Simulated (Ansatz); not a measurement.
# CH8AlClSi2: the cost of one run

Method: RKS PBE0/STO-3G, in Ansatz 0.2.0.

### 1 The starting structure

Bond lengths: C1–Si2 1.809 Å, Si2–Al3 2.333 Å, Si2–Si4 2.225 Å, Si2–Cl5 2.110 Å, C1–H6 1.095 Å, C1–H7 1.159 Å, C1–H8 1.098 Å, Al3–H9 1.651 Å, Al3–H10 1.605 Å, Si4–H11 1.522 Å, Si4–H12 1.500 Å, Si4–H13 1.357 Å. Angles (14 of 21 angles, heavy atoms first): C1–Si2–Al3 109.0°, C1–Si2–Si4 110.4°, C1–Si2–Cl5 110.8°, Al3–Si2–Si4 108.1°, Al3–Si2–Cl5 109.6°, Si4–Si2–Cl5 108.9°, Si2–C1–H6 114.1°, Si2–C1–H7 109.4°, Si2–C1–H8 110.8°, Si2–Al3–H9 121.3°, Si2–Al3–H10 121.6°, Si2–Si4–H11 107.4°, Si2–Si4–H12 108.5°, Si2–Si4–H13 111.7°.

Structure file:

```xyz
13

C    -1.5977    0.7746   -0.0124
Si    0.0486    0.2207   -0.5177
Al    1.6514    1.3421    0.7543
Si    0.2782   -1.9614   -0.1513
Cl    0.3726    0.6071   -2.5662
H    -1.8131    0.6266    1.0512
H    -1.6950    1.9134   -0.2018
H    -2.3738    0.3070   -0.6333
H     1.6765    1.2215    2.4011
H     2.8008    2.2275    0.0683
H    -0.8243   -2.6705   -0.9243
H     0.0016   -2.2313    1.2978
H     1.4945   -2.4120   -0.5510
```

### 2 Relaxing the start

input.yaml

```yaml
crystal:
  periodic: [false, false, false]
  atoms:
    - { symbol: C, position_ang: [-1.5977, 0.7746, -0.0124] }
    - { symbol: Si, position_ang: [0.0486, 0.2207, -0.5177] }
    - { symbol: Al, position_ang: [1.6514, 1.3421, 0.7543] }
    - { symbol: Si, position_ang: [0.2782, -1.9614, -0.1513] }
    - { symbol: Cl, position_ang: [0.3726, 0.6071, -2.5662] }
    - { symbol: H, position_ang: [-1.8131, 0.6266, 1.0512] }
    - { symbol: H, position_ang: [-1.695, 1.9134, -0.2018] }
    - { symbol: H, position_ang: [-2.3738, 0.307, -0.6333] }
    - { symbol: H, position_ang: [1.6765, 1.2215, 2.4011] }
    - { symbol: H, position_ang: [2.8008, 2.2275, 0.0683] }
    - { symbol: H, position_ang: [-0.8243, -2.6705, -0.9243] }
    - { symbol: H, position_ang: [0.0016, -2.2313, 1.2978] }
    - { symbol: H, position_ang: [1.4945, -2.412, -0.551] }
basis:
  gaussian: { orbitals: STO-3G }
hamiltonian:
  xc: pbe0
relax:
  f_tol: 0.02
  max_steps: 40
scf:
  lower_state_search: "off"
```

Started as:

```
ansatz run input.yaml --threads 1 --pin off --max-ram 2048MiB --backend cpu --events-out ev --progress --plain --runs-dir out
```

What time and memory should one allow on 1 thread of Arm Neoverse V2, shared host?

About 39 s, with a peak of 0.14 GiB.
